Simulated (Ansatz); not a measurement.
**GeNH2 (quartet): from Hartree-Fock to the top rungs at distance Ge1–N2 = 1.760 Å, cc-pVDZ**

Aim: climb from Hartree-Fock through coupled cluster and multireference methods for GeNH2 (quartet) at one geometry and basis, and see what each rung misses.

The runs use Ansatz 0.2.0, Gaussian basis; cc-pVDZ, core rule «outside noble gas», up to 15 orbitals frozen.

The runs, in order: UHF; CCSD(T) on ROHF; CCSD(T) on UHF; BCCD(T) on ROHF; CISD; CCSDT(Q) on ROHF; CCSDT(Q) on UHF; CASSCF and MRCISD+Q, 5 electrons in 5 orbitals; CASSCF and NEVPT2, 5 electrons in 5 orbitals; CASSCF and MRCISD+Q, 11 electrons in 10 orbitals; CASSCF and NEVPT2, 11 electrons in 10 orbitals.

26 further runs of the same task are left out: 20 that didn't finish, 6 set aside as unsound or not needed.

### 1 What is computed

The geometry derives from a PBE0/def2-TZVP stationary point (not a proven minimum). One bond is set to the value named and the two fragments are kept rigid. No spin-orbit coupling is included. The filled d shell of Ge may be among the frozen orbitals whatever the setting's name suggests; the logs give the count.

4 atoms, charge 0, spin multiplicity 4.

Atoms are counted from 1 here; the program's logs count them from 0.

Bond lengths: Ge1–N2 1.760 Å, Ge1–H3 1.555 Å, Ge1–H4 1.555 Å. Angles: N2–Ge1–H3 106.3°, N2–Ge1–H4 106.3°, H3–Ge1–H4 108.1°.

### 2 UHF

in.yaml reads:

```yaml
crystal:
  periodic: [false, false, false]
  atoms:
    - {symbol: Ge, position_ang: [-0.032966, 0.000000, 0.266722]}
    - {symbol: N, position_ang: [0.063881, 0.000001, -1.490611]}
    - {symbol: H, position_ang: [0.744026, -1.258240, 0.745998]}
    - {symbol: H, position_ang: [0.744025, 1.258240, 0.745999]}
basis:
  gaussian: {orbitals: cc-pVDZ}
magnetization: {spin_polarized: true, initial_magnetization: 3}
hamiltonian: {xc: hf}
output: {orbitals: {seedname: orbitals}}
```

On the command line:

```
$ ansatz run in.yaml --threads 1 --pin off --events-out ev --progress --plain --max-ram 2393MiB
```

Further steps of the session: CCSD(T) on ROHF; CCSD(T) on UHF; BCCD(T) on ROHF; CISD; CCSDT(Q) on ROHF; CCSDT(Q) on UHF; CASSCF and MRCISD+Q, 5 electrons in 5 orbitals; CASSCF and NEVPT2, 5 electrons in 5 orbitals; CASSCF and MRCISD+Q, 11 electrons in 10 orbitals; CASSCF and NEVPT2, 11 electrons in 10 orbitals.

**Question.** What will the summary of the whole plan be? Wanted: UCCSDT(Q) below the RHF energy; RMP2 from UCCSDT(Q); UMP2 from UCCSDT(Q); RCCSD from UCCSDT(Q); RCCSD(T) from UCCSDT(Q); UCCSD(T) from UCCSDT(Q); RCCSDT(Q) from UCCSDT(Q); NEVPT2 pair from UCCSDT(Q); MRCISD+Q pair from UCCSDT(Q).

**Answer**, as computed:

| quantity | value |
| --- | --- |
| UCCSDT(Q) below the RHF energy | -6.0454 eV |
| RMP2 from UCCSDT(Q) | +111.4 kJ/mol |
| UMP2 from UCCSDT(Q) | +110.7 kJ/mol |
| RCCSD from UCCSDT(Q) | +16.2 kJ/mol |
| RCCSD(T) from UCCSDT(Q) | +4.0 kJ/mol |
| UCCSD(T) from UCCSDT(Q) | +3.6 kJ/mol |
| RCCSDT(Q) from UCCSDT(Q) | +0.6 kJ/mol |
| NEVPT2 pair from UCCSDT(Q) | +108.8 kJ/mol |
| MRCISD+Q pair from UCCSDT(Q) | +3.8 kJ/mol |
| NEVPT2 valence from UCCSDT(Q) | +94.3 kJ/mol |
| levels within 1 kcal/mol (43 meV) | RCCSD(T), UCCSD(T), BCCD(T), RCCSDT, UCCSDT, RCCSDT(Q), MRCISD+Q pair, MRCISD+Q valence |
| T1 diagnostic | 0.028 |
| effectively unpaired electrons | 3.02 |

In words: RCCSD(T) misses by +4.0 kJ/mol, 0.7 % of the correlation energy. One determinant dominates. Of the multireference levels listed MRCISD+Q valence comes nearest in total energy (+1.6 kJ/mol), which doesn't show that its space is the better one. These misses are within one basis, not against nature; the frozen cores of restricted and unrestricted runs differ, which can shift their rows.
